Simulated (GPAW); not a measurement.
Runs of GPAW 26.7.0 on FeO. The structure is cubic, space group Fm-3m (No. 225). Conventional cell: a = 4.311 Å, b = 4.311 Å, c = 4.311 Å, α = 90.00°, β = 90.00°, γ = 90.00°. Around Fe (site symmetry m-3m) lie 6 O at 2.16 Å. O (site symmetry m-3m) is surrounded by 6 Fe at 2.16 Å. 

| level | spin | U | fixed moment (μB) | gap on the mesh (eV) | pressure (GPa) | moment (μB) |
| --- | --- | --- | --- | --- | --- | --- |
| PBE+U | collinear, zero start | Fe d U = 8 eV | - | 3.96 | -10.0 | 0.00 |
| PBE+U | off | Fe d U = 5 eV | - | (a) | -15.2 | - |
| r2SCAN+U | collinear, ferromagnetic start | Fe d U = 2 eV | 4.0 | - | -4.2 | 4.00 |
| r2SCAN+U | collinear, zero start | Fe d U = 2 eV | - | 2.08 | (b) | 0.00 |

Alike in all rows: task single point; potentials or basis GPAW PAW data sets (gpaw-data 1.2.1), pw; cell as given; k mesh 8 × 8 × 8; cutoff (eV) 800; smearing gaussian 0.05 eV.

Fill in the values left out.

(a) 3.16; (b) -24.0.

Caveats: the run has no moments, though such compounds are often magnetic (some runs); a magnetic state may lie lower (some runs); the PAW data sets were made with another functional, which shifts forces and pressure a little (some runs); the total moment is fixed, so each spin has its own Fermi level (some runs); a cell with one magnetic atom can't hold antiferromagnetic order, which such compounds often take (some runs).

A k mesh can miss the band edges.
